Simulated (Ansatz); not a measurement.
**GaH₅N₂S: one species, many methods**

An exercise on one series of results from a longer session: the logs are not shown, and one member is left open.

Computed with Ansatz 0.2.0, Gaussian basis. Level: functionals in def2-TZVPP, the program's frozen cores in correlated methods.

The runs, in order: LDA (SPW92), PBE-D4, revPBE-D4, BLYP-D4, r2SCAN-D4, B97M-V, PBE0-D4, B3LYP-D4, r2SCANh-D4, r2SCAN0-D4, HSE06-D4, BHLYP-D4, CAM-B3LYP-D4, LC-ωPBE, ωB97X-V, ωB97M-V, B2PLYP, PBE-QIDH; CCSD(T)/def2-SVP; CCSD(T)/def2-TZVPP; MP2/def2-QZVPP; extrapolation to the limit; RPA on PBE.

## The geometry

An earlier PBE0-D4 in a triple-zeta def2 set relaxation fixed the geometry.

9 atoms, charge 0, spin multiplicity 1.

Atoms are counted from 1 here; the program's logs count them from 0.

Bond lengths: N1–Ga2 1.818 Å, N1–H5 1.006 Å, N1–H6 1.007 Å, Ga2–N3 1.815 Å, Ga2–S4 2.204 Å, N3–H7 1.006 Å, N3–H8 1.006 Å, S4–H9 1.343 Å. Angles: Ga2–N1–H5 121.0°, Ga2–N1–H6 121.1°, H5–N1–H6 111.0°, N1–Ga2–N3 121.2°, N1–Ga2–S4 120.6°, N3–Ga2–S4 117.9°, Ga2–N3–H7 121.2°, Ga2–N3–H8 122.0°, H7–N3–H8 111.4°, Ga2–S4–H9 93.8°.

The first run:

File in.yaml:

```yaml
crystal:
  periodic: [false, false, false]
  atoms:
    - {symbol: N, position_ang: [0.347236, 0.587677, -1.456444]}
    - {symbol: Ga, position_ang: [-0.149335, -0.015659, 0.185087]}
    - {symbol: N, position_ang: [0.588321, -1.512786, 0.898198]}
    - {symbol: S, position_ang: [-1.810345, 0.937580, 1.276752]}
    - {symbol: H, position_ang: [0.098709, 1.512019, -1.765503]}
    - {symbol: H, position_ang: [1.204483, 0.281318, -1.885800]}
    - {symbol: H, position_ang: [0.396107, -1.788331, 1.846075]}
    - {symbol: H, position_ang: [1.472514, -1.874080, 0.583304]}
    - {symbol: H, position_ang: [-2.059090, 1.825861, 0.301132]}
basis:
  gaussian: {orbitals: def2-TZVPP}
hamiltonian: {xc: lda}
output: {orbitals: {seedname: orbitals}}
```

The run is started by

```bash
ansatz run in.yaml --threads 4 --pin off --events-out ev --progress --plain --max-ram 10444MiB
```

Among the steps run: LDA; PBE-D4 (GGA); revPBE-D4 (GGA); BLYP-D4 (GGA); r2SCAN-D4 (meta-GGA); B97M-V (meta-GGA); B3LYP-D4 (hybrid); r2SCANh-D4 (hybrid); r2SCAN0-D4 (hybrid); HSE06-D4 (hybrid); BHLYP-D4 (hybrid); CAM-B3LYP-D4 (range-separated); LC-ωPBE (range-separated); ωB97X-V (range-separated); ωB97M-V (range-separated); B2PLYP (double hybrid); PBE-QIDH (double hybrid).

One of the session's tables, all rows but one given; the rest of the session is left out.

It belongs to the step «Frontier levels by functional». 

| functional | HOMO (eV) | gap (eV) |
| --- | --- | --- |
| LDA (SPW92) | -5.83 | 4.66 |
| PBE-D4 | -5.64 | 4.68 |
| revPBE-D4 | -5.57 | 4.72 |
| BLYP-D4 | -5.51 | 4.55 |
| r2SCAN-D4 | -5.95 | 5.41 |
| B97M-V | -5.98 | 5.18 |
| PBE0-D4 | -7.07 | 6.97 |
| B3LYP-D4 | -6.81 | 6.37 |
| r2SCANh-D4 | -6.48 | 6.24 |
| r2SCAN0-D4 | -7.29 | 7.46 |
| HSE06-D4 | -6.66 | 6.19 |
| BHLYP-D4 | -8.28 | 8.88 |
| CAM-B3LYP-D4 | ? | ? |
| LC-ωPBE | -9.91 | 11.98 |
| ωB97X-V | -9.53 | 11.36 |
| ωB97M-V | -9.38 | 10.87 |

Q: Estimate the row for CAM-B3LYP-D4 from the others.

As computed: HOMO (eV): -8.48; gap (eV): 9.22. In the column «HOMO (eV)» it lies between ωB97M-V (-9.38) and BHLYP-D4 (-8.28).
